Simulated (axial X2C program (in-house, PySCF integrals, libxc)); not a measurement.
# PdB: from the state search to constants

What are the state, bond length, wavenumber and bond energy of PdB, and what does spin–orbit coupling change?

Program: an in-house X2C program for linear molecules on PySCF integrals. Level of theory: all-electron X2C, Pd dyall-cv3z, B dyall-v3z. These are calculated values, not measurements.

## 1. The job

task.json

```json
{"zs": [46, 5], "q": 0, "bas": ["dyall-cv3z", "dyall-v3z"], "levels": ["PBE0", "HF", "M06"], "cc": true, "r0": 2.05, "thr": -2.0, "nmax": 90, "npts": 10, "nst": 2, "ntry": 6}
```

Keys: zs atomic numbers; q charge; bas basis sets; levels methods (HF also brings MP2); cc coupled cluster on or off; r0 starting distance in Å; thr threshold in hartree for freezing inner shells (an s shell follows its p shell); nmax most natural virtual spinors; npts points asked for on the curve; nst determinants followed; ntry starts of the search.

Run with:

```bash
$ python so2c.py task.json out
```

Spin-free means the one-electron spin-free X2C Hamiltonian; two-component (2c) means X2C with spin–orbit coupling and atomic mean-field two-electron Coulomb and Gaunt terms. Basis: Pd dyall-cv3z contracted to [12s12p8d5f3g], B dyall-v3z contracted to [7s6p2d1f]; Gaussian nuclei, density fitting. Masses: Pd 105.903 u, B 11.009 u.

Notation: σ, π±, δ± give the projection m of an orbital's angular momentum (0, ±1, ±2), α and β its spin, Λ and M_S the sums; ω is the projection of a spinor's total angular momentum and Ω the sum. Logs are in hartree.

The results follow Hamiltonian by Hamiltonian and level by level.

## 2. Which state to follow

PBE0 moves the distance from 2.050 Å to 1.778 Å and compares determinants there.

Spin-free determinants:

| ΔE (eV) | state | open shells |
| --- | --- | --- |
| 0.00 | M_S = 1/2, Λ = 0 | beyond closed shells: σα |
| 1.27 | M_S = 1/2, Λ = 1 | beyond closed shells: π+α |
| 2.93 | M_S = 3/2, Λ = 1 | beyond closed shells: 2 × σα, π+α |
| 3.01 | M_S = 1/2, Λ = 2 | beyond closed shells: δ+α, δ+β, δ-α |
| 3.47 | M_S = 3/2, Λ = 3 | beyond closed shells: σα, π+α, δ+α, δ+β, δ-α |
| 3.47 | M_S = 3/2, Λ = 1 | beyond closed shells: σα, π-α, δ+α, δ+β, δ-α |

Two-component determinants:

```csv
ΔE (eV),state,open shells
0.00,Ω = 1/2,excess of +ω over −ω: ω = 1/2
1.31,Ω = 3/2,excess of +ω over −ω: ω = 3/2
2.84,Ω = 5/2,excess of +ω over −ω: ω = 5/2
2.96,Ω = 5/2,"excess of +ω over −ω: 2 × ω = 1/2, ω = 3/2"
3.17,Ω = 3/2,excess of +ω over −ω: ω = 3/2
3.34,Ω = 9/2,"excess of +ω over −ω: ω = 1/2, ω = 3/2, ω = 5/2"
3.55,Ω = 1/2,"excess of +ω over −ω: ω = -1/2, ω = -3/2, ω = 5/2"
```

## 3. PBE0, spin-free

State followed: M_S = 1/2, Λ = 0 (beyond closed shells: σα). The scan is laid around 1.778 Å, a first estimate of the minimum, and this SCF restarts from the orbitals of the search.

Output at 1.778 Å:

```text
spin-free X2C-1e  PBE0
basis functions 192  fitting functions 937  grid points 5078
iter        total energy     max residual
   1      -5069.778218136     1.20e-05
   2      -5069.778218139     1.92e-05
   3      -5069.778218142     8.19e-06
   4      -5069.778218143     4.89e-06
converged
one-electron -7125.85552765  Coulomb 2136.53733453  exact exchange -36.62571924  xc functional -112.28805072  nuclear repulsion 68.45374494
```

Along the bond, energies from the lowest point:

| R (Å) | E (eV) | μ (D) | HOMO (eV) | LUMO (eV) | iterations |
| --- | --- | --- | --- | --- | --- |
| 1.618 | 0.3348 | -1.17 | -5.09 | -2.59 | 13 |
| 1.671 | 0.1312 | -1.28 | -5.12 | -2.61 | 13 |
| 1.725 | 0.0268 | -1.38 | -5.15 | -2.63 | 13 |
| 1.778 | 0.0000 | -1.45 | -5.18 | -2.65 | 4 |
| 1.840 | 0.0428 | -1.50 | -5.22 | -2.66 | 14 |
| 1.903 | 0.1449 | -1.51 | -5.25 | -2.68 | 14 |
| 1.982 | 0.3354 | -1.49 | -5.28 | -2.69 | 15 |

Dipoles are positive if B is the positive end.

Outer orbitals at the reference distance:

| symmetry | occupied | ε (eV) | atomic character |
| --- | --- | --- | --- |
| σα | yes | -12.54 | 40% Pd d, 39% B s, 10% Pd s |
| σβ | yes | -12.32 | 44% Pd d, 34% B s, 9% Pd s |
| π+α | yes | -9.05 | 85% Pd d, 12% B p |
| π-α | yes | -9.05 | 85% Pd d, 12% B p |
| π+β | yes | -8.95 | 85% Pd d, 12% B p |
| π-β | yes | -8.95 | 85% Pd d, 12% B p |
| σα | yes | -8.45 | 44% Pd d, 23% B s, 17% B p |
| δ-α | yes | -8.01 | 99% Pd d |
| δ+α | yes | -8.01 | 99% Pd d |
| δ+β | yes | -7.84 | 99% Pd d |
| δ-β | yes | -7.84 | 99% Pd d |
| σβ | yes | -7.65 | 44% Pd d, 26% B s, 11% Pd s |
| σα | yes | -5.18 | 47% B p, 37% Pd s, 8% Pd d |
| σβ | no | -2.65 | 41% B p, 38% Pd s, 14% Pd p |
| π+α | no | -2.04 | 54% B p, 33% Pd p, 10% Pd d |
| π-α | no | -2.04 | 54% B p, 33% Pd p, 10% Pd d |
| π-β | no | -1.75 | 56% B p, 28% Pd p, 11% Pd d |

PBE0 fields in the half plane through the axis: z from -2.4 to 3.9 Å across, distance from the axis 0.15 to 2.25 Å upwards; Pd lies at z = 0 and B at z = 1.778 Å; the ELF is damped to zero where the density is low.

log10 density (e/bohr³). Ten even steps from '0' (-4.38 ) to '9' (1.76 ):
```
0001112222222111110000
0011222222222222211100
0112233333333332222110
1122333444443333332211
1122344555444444433221
1123345666555554443322
1223456777655555544322
1223456797665686544332
```

ELF. Ten even steps from '0' (0.00 ) to '9' (1.00 ):
```
0000011111100000000000
0000111121111111111000
0000111222222223455310
0000111222234456788741
0000112232235678999983
0000113565346768999996
0000125767547203999998
0000137161646190999998
```

Re = 1.773 Å, ωe = 763 cm⁻¹, ωexe = 4.34 cm⁻¹, Be = 0.5377 cm⁻¹, De = 3.76 eV, μ = -1.44 D.

## 4. HF, spin-free

Output at 1.778 Å:

```text
spin-free X2C-1e  HF
basis functions 192  fitting functions 937  grid points 5078
iter        total energy     max residual
   1      -5067.367325158     3.54e-01
   2      -5067.393462138     1.51e-02
   3      -5067.394519853     1.45e-02
   4      -5067.397282632     5.50e-03
   5      -5067.397978609     4.75e-03
   6      -5067.398483731     2.34e-03
   7      -5067.398751329     1.01e-03
   8      -5067.398848896     5.88e-04
   9      -5067.398882109     4.78e-04
  10      -5067.398899513     2.26e-04
  11      -5067.398904769     9.47e-05
  12      -5067.398905379     4.26e-05
  13      -5067.398905501     2.26e-05
  14      -5067.398905552     1.25e-05
  15      -5067.398905575     4.86e-06
  16      -5067.398905578     1.43e-06
  17      -5067.398905578     4.19e-07
converged
one-electron -7127.16217155  Coulomb 2137.97768332  exact exchange -146.66816230  xc functional 0.00000000  nuclear repulsion 68.45374494
```

No constants are quoted: too few points lie around the minimum for a second fit to confirm the first.

## 5. M06, spin-free

The SCF at the reference distance of 1.778 Å:

```text
spin-free X2C-1e  M06
basis functions 192  fitting functions 937  grid points 5078
iter        total energy     max residual
   1      -5070.182657337     2.00e-01
   2      -5070.189173204     4.40e-03
   3      -5070.186984378     1.38e-02
   4      -5070.189493290     1.93e-03
   5      -5070.189561864     7.61e-04
   6      -5070.189571197     2.05e-04
   7      -5070.189572355     1.94e-04
   8      -5070.189573042     8.85e-05
   9      -5070.189573242     1.81e-05
  10      -5070.189573274     4.90e-06
  11      -5070.189573277     2.02e-06
  12      -5070.189573277     5.35e-07
converged
one-electron -7125.73713272  Coulomb 2136.43098344  exact exchange -39.55827411  xc functional -109.77889484  nuclear repulsion 68.45374494
```

Re = 1.805 Å, ωe = 698 cm⁻¹, Be = 0.5186 cm⁻¹, De = 3.33 eV, μ = -1.18 D.

## 6. Correlated methods, spin-free

Correlated methods: 13 electrons correlated (frozen shells, counted by type: Pd 4 s, 3 p, 1 d; B 1 s), 267 virtual spinors in MP2, 89 natural virtuals in coupled cluster.

Output of the correlated part at 1.778 Å:

```text
correlated 13  virtual 267  natural virtual 89  E(MP2) -0.519462055  MP2 remainder -0.033500719
iter   CCSD correlation   residual
   1     -0.415020130   2.68e-01
   2     -0.438427068   1.56e-01
   3     -0.444282513   4.62e-02
   4     -0.445353407   2.57e-02
   5     -0.446106341   1.23e-02
   6     -0.446349990   4.88e-03
   7     -0.446316866   2.11e-03
   8     -0.446353030   9.08e-04
   9     -0.446351394   4.57e-04
  10     -0.446351026   2.10e-04
  11     -0.446354075   7.26e-05
  12     -0.446352321   2.71e-05
  13     -0.446353388   1.12e-05
  14     -0.446353140   5.61e-06
  15     -0.446353151   2.61e-06
(T) -0.029988604  T1 0.0555  D1 0.1512  max T2 0.064
```

T1 in the output is the amplitude norm over the root of the electron number; divide by √2 for the Lee–Taylor value.

MP2: Re = 1.713 Å, ωe = 886 cm⁻¹, Be = 0.5757 cm⁻¹, De = 3.99 eV.

CCSD: Re = 1.767 Å, ωe = 770 cm⁻¹, Be = 0.5415 cm⁻¹, De = 3.25 eV. T1 at Re = 0.039 (Lee–Taylor, the printed value over √2).

CCSD(T): Re = 1.767 Å, ωe = 796 cm⁻¹, Be = 0.5413 cm⁻¹, De = 3.57 eV. T1 at Re = 0.039 (Lee–Taylor, the printed value over √2).

## 7. A higher determinant, spin-free

State: M_S = 1/2, Λ = 1 (beyond closed shells: π+α).

Output at the reference distance:

```text
spin-free X2C-1e  PBE0
basis functions 192  fitting functions 937  grid points 5078
iter        total energy     max residual
   1      -5069.731518695     6.56e-06
   2      -5069.731518697     9.69e-06
converged
one-electron -7126.25644704  Coulomb 2137.02315084  exact exchange -36.64034240  xc functional -112.31162503  nuclear repulsion 68.45374494
```

```
R (Å)  E above the lowest PBE0 point (eV)
1.618                               1.689
1.671                               1.458
1.725                               1.326
1.778                               1.271
1.840                               1.279
1.903                               1.345
1.982                               1.485
```

Re = 1.800 Å, ωe = 704 cm⁻¹, ωexe = 5.41 cm⁻¹, Be = 0.5214 cm⁻¹, μ = -2.86 D. Te = 1.27 eV.

## 8. The spin-free curves together

Energy (eV) of the followed determinant, spin-free, from each level's lowest point:

```
R (Å)   PBE0     HF    MP2   CCSD  CCSD(T)    M06
1.618  0.335  0.491  0.172  0.312    0.334  0.420
1.671  0.131  0.274  0.027  0.115    0.123  0.192
1.725  0.027  0.129  0.000  0.019    0.020  0.059
1.778  0.000  0.042  0.050  0.000    0.000  0.000
1.840  0.043  0.000  0.172  0.051    0.054  0.003
1.903  0.145  0.009  0.344  0.162    0.174  0.066
1.982  0.335  0.076  0.612  0.367    0.399  0.208
```

## 9. PBE0, 2c

State followed: Ω = 1/2 (excess of +ω over −ω: ω = 1/2). The scan is laid around 1.778 Å, a first estimate of the minimum, and this SCF restarts from the orbitals of the search.

Output at 1.778 Å:

```text
two-component X2C + atomic mean field  PBE0
basis functions 192  fitting functions 937  grid points 5078
iter        total energy     max residual
   1      -5067.692055758     7.91e-06
   2      -5067.692055764     1.01e-05
   3      -5067.692055766     5.85e-06
   4      -5067.692055768     4.94e-06
converged
one-electron -7120.08777896  Coulomb 2135.39189178  exact exchange -36.60448431  xc functional -112.22527434  nuclear repulsion 68.45374494  atomic mean-field constant -2.62015488
```

Along the bond, energies from the lowest point:

```
R (Å)  E (eV)  μ (D)  HOMO (eV)  LUMO (eV)  iterations
1.618  0.3320  -1.17      -5.09      -2.59          13
1.671  0.1297  -1.29      -5.12      -2.61          13
1.725  0.0263  -1.38      -5.15      -2.63          13
1.778  0.0000  -1.45      -5.18      -2.65           4
1.840  0.0432  -1.50      -5.22      -2.66          14
1.903  0.1453  -1.52      -5.25      -2.68          14
1.982  0.3356  -1.50      -5.28      -2.69          15
```

Dipoles are positive if B is the positive end.

Outer spinors at the reference distance:

```csv
ω,occupied,ε (eV),atomic character,λ mixture
1/2,yes,-12.55,"40% Pd d, 39% B s, 10% Pd s",100% σ
-1/2,yes,-12.33,"45% Pd d, 34% B s, 9% Pd s",100% σ
-1/2,yes,-9.16,"85% Pd d, 11% B p","99% π, 1% σ"
1/2,yes,-9.07,"83% Pd d, 11% B p","94% π, 6% σ"
3/2,yes,-9.01,"85% Pd d, 12% B p","97% π, 3% δ"
-3/2,yes,-8.92,"86% Pd d, 11% B p","94% π, 6% δ"
1/2,yes,-8.42,"47% Pd d, 22% B s, 17% B p","94% σ, 6% π"
-3/2,yes,-8.16,98% Pd d,"94% δ, 6% π"
3/2,yes,-8.01,99% Pd d,"97% δ, 3% π"
5/2,yes,-7.84,99% Pd d,100% δ
-5/2,yes,-7.67,99% Pd d,100% δ
-1/2,yes,-7.64,"45% Pd d, 26% B s, 11% Pd s","99% σ, 1% π"
1/2,yes,-5.18,"47% B p, 37% Pd s, 8% Pd d",100% σ
-1/2,no,-2.65,"41% B p, 38% Pd s, 14% Pd p",100% σ
-1/2,no,-2.08,"54% B p, 33% Pd p, 10% Pd d",100% π
3/2,no,-2.00,"54% B p, 32% Pd p, 11% Pd d",100% π
1/2,no,-1.80,"56% B p, 29% Pd p, 11% Pd d","99% π, 1% σ"
```

PBE0 fields in the half plane through the axis: z from -2.4 to 3.9 Å across, distance from the axis 0.15 to 2.25 Å upwards; Pd lies at z = 0 and B at z = 1.778 Å; the ELF is damped to zero where the density is low.

log10 density (e/bohr³). Ten even steps from ' ' (-4.38 ) to '@' (1.76 ):
```
      ......::::::::::::::..........        
    ....::::::::::::::::::::::::::......    
  ....::::--------------------::::::::....  
....::::------==========------------::::....
....::::--====++++++==============----::::..
....::----==++******++++++++++======----::::
..::::--==++**######**++++++++++++====--::::
..::::--==++**##@@##****++**%%**++====----::
```

ELF. Ten even steps from '0' (0.00 ) to '9' (1.00 ):
```
0000011111100000000000
0000111121111111111000
0000111222222223455310
0000111222234456788741
0000112232235678999983
0000113565346768999996
0000125767547203999998
0000137161646190999998
```

Re = 1.773 Å, ωe = 762 cm⁻¹, ωexe = 4.32 cm⁻¹, Be = 0.5379 cm⁻¹, De = 3.76 eV, μ = -1.44 D.

## 10. HF, 2c

The SCF at the reference distance of 1.778 Å:

```text
two-component X2C + atomic mean field  HF
basis functions 192  fitting functions 937  grid points 5078
iter        total energy     max residual
   1      -5065.280234367     3.54e-01
   2      -5065.306382849     1.50e-02
   3      -5065.307455069     1.44e-02
   4      -5065.310194982     5.48e-03
   5      -5065.310890493     4.73e-03
   6      -5065.311395601     2.33e-03
   7      -5065.311666009     1.03e-03
   8      -5065.311767014     5.91e-04
   9      -5065.311802985     4.83e-04
  10      -5065.311823547     2.38e-04
  11      -5065.311831451     1.18e-04
  12      -5065.311833484     1.03e-04
  13      -5065.311834632     8.90e-05
  14      -5065.311835642     7.28e-05
  15      -5065.311836662     4.97e-05
  16      -5065.311837162     3.25e-05
  17      -5065.311837422     1.90e-05
  18      -5065.311837519     1.04e-05
  19      -5065.311837540     6.23e-06
  20      -5065.311837545     4.61e-06
  21      -5065.311837549     2.96e-06
  22      -5065.311837552     1.38e-06
  23      -5065.311837553     1.21e-06
converged
one-electron -7121.38743871  Coulomb 2136.82516652  exact exchange -146.58315543  xc functional 0.00000000  nuclear repulsion 68.45374494  atomic mean-field constant -2.62015488
```

No constants are quoted: too few points lie around the minimum for a second fit to confirm the first.

## 11. M06, 2c

The SCF at the reference distance of 1.778 Å:

```text
two-component X2C + atomic mean field  M06
basis functions 192  fitting functions 937  grid points 5078
iter        total energy     max residual
   1      -5068.096122991     1.99e-01
   2      -5068.102672964     4.39e-03
   3      -5068.100482288     1.38e-02
   4      -5068.102993195     1.92e-03
   5      -5068.103060985     7.64e-04
   6      -5068.103070352     2.06e-04
   7      -5068.103071508     1.94e-04
   8      -5068.103072199     8.82e-05
   9      -5068.103072400     1.81e-05
  10      -5068.103072433     4.92e-06
  11      -5068.103072436     2.09e-06
  12      -5068.103072436     5.35e-07
converged
one-electron -7119.96987725  Coulomb 2135.28618978  exact exchange -39.53539278  xc functional -109.71758225  nuclear repulsion 68.45374494  atomic mean-field constant -2.62015488
```

Re = 1.805 Å, ωe = 696 cm⁻¹, Be = 0.5188 cm⁻¹, De = 3.33 eV, μ = -1.18 D.

## 12. Correlated methods, 2c

Correlated methods: 13 electrons correlated (frozen shells, counted by type: Pd 4 s, 3 p, 1 d; B 1 s), 267 virtual spinors in MP2, 90 natural virtuals in coupled cluster.

Output of the correlated part at 1.778 Å:

```text
correlated 13  virtual 267  natural virtual 90  E(MP2) -0.518913176  MP2 remainder -0.032614554
iter   CCSD correlation   residual
   1     -0.415585471   2.67e-01
   2     -0.438893275   1.55e-01
   3     -0.444743912   4.61e-02
   4     -0.445824246   2.58e-02
   5     -0.446584164   1.24e-02
   6     -0.446832334   4.98e-03
   7     -0.446799707   2.23e-03
   8     -0.446838077   1.03e-03
   9     -0.446835873   5.66e-04
  10     -0.446836113   3.04e-04
  11     -0.446839787   1.56e-04
  12     -0.446836594   9.40e-05
  13     -0.446839276   5.73e-05
  14     -0.446838361   3.07e-05
  15     -0.446838495   1.40e-05
  16     -0.446838433   6.13e-06
  17     -0.446838429   2.79e-06
(T) -0.030128073  T1 0.0557  D1 0.1520  max T2 0.062
```

MP2: Re = 1.713 Å, ωe = 886 cm⁻¹, Be = 0.5763 cm⁻¹, De = 3.99 eV.

CCSD: No constants are quoted: the points don't follow one smooth fit.

CCSD(T): No constants are quoted: the points don't follow one smooth fit.

## 13. A higher determinant, 2c

State: Ω = 3/2 (excess of +ω over −ω: ω = 3/2).

Output at the reference distance:

```text
two-component X2C + atomic mean field  PBE0
basis functions 192  fitting functions 937  grid points 5078
iter        total energy     max residual
   1      -5067.644003575     1.44e-05
   2      -5067.644003605     1.81e-05
   3      -5067.644003614     1.34e-05
   4      -5067.644003649     1.15e-05
   5      -5067.644003659     5.57e-06
   6      -5067.644003663     1.75e-06
   7      -5067.644003664     9.45e-07
converged
one-electron -7120.49361348  Coulomb 2135.88466885  exact exchange -36.61937662  xc functional -112.24927248  nuclear repulsion 68.45374494  atomic mean-field constant -2.62015488
```

| R (Å) | E above the lowest PBE0 point (eV) |
| --- | --- |
| 1.618 | 1.733 |
| 1.671 | 1.500 |
| 1.725 | 1.365 |
| 1.778 | 1.308 |
| 1.840 | 1.313 |
| 1.903 | 1.375 |
| 1.982 | 1.511 |

Re = 1.803 Å, ωe = 698 cm⁻¹, ωexe = 5.39 cm⁻¹, Be = 0.5197 cm⁻¹, μ = -2.87 D. Te = 1.30 eV.

## 14. The 2c curves together

Energy (eV) of the followed determinant, 2c, from each level's lowest point:

```
R (Å)   PBE0     HF    MP2   CCSD  CCSD(T)    M06
1.618  0.332  0.489  0.168  0.309    0.330  0.417
1.671  0.130  0.273  0.025  0.113    0.121  0.190
1.725  0.026  0.128  0.000  0.018    0.020  0.058
1.778  0.000  0.041  0.051  0.000    0.000  0.000
1.840  0.043  0.000  0.174  0.051    0.054  0.004
1.903  0.145  0.010  0.346  0.174    0.191  0.066
1.982  0.336  0.076  0.613  0.365    0.397  0.208
```

Time for the job: 6.2 min (1 thread of Arm Neoverse N1, shared host).

## 15. What came out

Lowest determinant that the search found at its distance, spin-free: M_S = 1/2, Λ = 0 (beyond closed shells: σα).

Lowest determinant that the search found at its distance, 2c: Ω = 1/2 (excess of +ω over −ω: ω = 1/2).

| Hamiltonian | level | Re (Å) | ωe (cm⁻¹) | De (eV) | μ (D) |
| --- | --- | --- | --- | --- | --- |
| spin-free | PBE0 | 1.773 | 763 | 3.76 | -1.44 |
| spin-free | MP2 | 1.713 | 886 | 3.99 | n/a |
| spin-free | CCSD | 1.767 | 770 | 3.25 | n/a |
| spin-free | CCSD(T) | 1.767 | 796 | 3.57 | n/a |
| spin-free | M06 | 1.805 | 698 | 3.33 | -1.18 |
| 2c | PBE0 | 1.773 | 762 | 3.76 | -1.44 |
| 2c | MP2 | 1.713 | 886 | 3.99 | n/a |
| 2c | M06 | 1.805 | 696 | 3.33 | -1.18 |

Dipoles are positive if B is the positive end. No constants: spin-free HF (too few points lie around the minimum for a second fit to confirm the first); 2c HF (too few points lie around the minimum for a second fit to confirm the first); 2c CCSD (the points don't follow one smooth fit); 2c CCSD(T) (the points don't follow one smooth fit).

Time per point (s) on 1 thread of Arm Neoverse N1, shared host (2c runs); the times are rough: PBE0 1.3, MP2 2.1, M06 2.2.

What this shows: At MP2, going from spin-free to two-component changes Re by -1 mÅ, ωe by 0.0 %; the spin-free picture holds up (part of it comes from the scalar share of the two-electron terms). It costs about 1.6 times the time. De moves by 0.00 eV; both De rest on single-determinant atoms, which can miss part of an open shell's spin–orbit lowering.

De refers to Pd + B, each in the lowest determinant found, which need not be this curve's own limit. Each curve is one determinant whose occupation by symmetry is held fixed; it was picked as the lowest of a PBE0 search that is not exhaustive. De is counted from the lowest determinant-based energies of the atoms at the same level, without counterpoise correction. Density functionals use the spin component along the axis (collinear). Coupled cluster ran in a truncated set of natural virtual spinors; the MP2 energy of the rest was added. The meta-GGAs lack a current-density term, which matters for open shells with orbital currents, atoms included. T1 at Re is 0.039 (Lee–Taylor), above the customary mark of 0.02.
